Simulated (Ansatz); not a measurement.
## BaLiF3, space group Pm-3m: Wannier functions of the valence bands, step by step

Program: the Python package of Ansatz (0.2.0).

Typed at the interpreter:
```pycon
>>> from pathlib import Path
>>> import ansatz as az
>>> import tomllib
>>> XC = "LDA"
>>> SCF_TOL = 1e-06
>>> EXTRA_BANDS = 4
>>> SMEARING = "fixed"
>>> balif3 = (
...     az.Lattice.of((3.988582, 0.0, 0.0), (0.0, 3.988582, 0.0), (0.0, 0.0, 3.988582))
...     .atom("Ba", (0.0, 0.0, 0.0))
...     .atom("Li", (0.5, 0.5, 0.5))
...     .atom("F", (0.0, 0.5, 0.5))
...     .atom("F", (0.5, 0.5, 0.0))
...     .atom("F", (0.5, 0.0, 0.5))
... )
>>> len(balif3.resolved().sites)
5
>>> base = (
...     balif3.calculation()
...     .functional(XC)
...     .basis(16 * az.Ha)
...     .kpoints(5, center="gamma")
...     .scf(tolerance=SCF_TOL, extra_bands=EXTRA_BANDS)
...     .occupations(SMEARING)
...     .wannier(mesh=(3, 3, 3), projections=[az.TrialShell("F", "p")], minimise=True)
... )
>>> res = base.run(threads=1, runs_dir="w90")
>>> spreads = tomllib.loads(Path(res.output_folder, "results", "wannier.spreads.toml").read_text())
>>> print("converged:", spreads["converged"], "in", spreads["n_iter"], "steps; least projectability", round(spreads["least_projectability"], 3))
converged: True in 7 steps; least projectability 0.947
>>> print("invariant, diagonal, off-diagonal spread (A^2):", *(round(spreads[k], 4) for k in ("omega_i_ang2", "omega_d_ang2", "omega_od_ang2")))
invariant, diagonal, off-diagonal spread (A^2): 7.2524 0.0 0.0364
>>> for function in spreads["wannier"]:
...     print("centre", [round(v, 3) for v in function["r"]], "spread", round(function["spread"], 4))
...
centre [1.994, 1.994, -0.0] spread 0.602
centre [1.994, -0.0, 1.994] spread 0.602
centre [-0.0, 1.994, 1.994] spread 0.602
centre [1.994, -0.0, 1.994] spread 0.9138
centre [-0.0, 1.994, 1.994] spread 0.9138
centre [-0.0, 1.994, 1.994] spread 0.9138
centre [1.994, 1.994, 0.0] spread 0.9138
centre [1.994, 0.0, 1.994] spread 0.9138
centre [1.994, 1.994, -0.0] spread 0.9138
```

Caveats:
- The settings weren't tested for convergence.
- The structure comes from a database of computed cells and needn't be a stable or known phase.
- Timing: 2.5 s on 1 thread of Arm Neoverse V2, with other jobs on the host, peak memory 0.34 GiB.
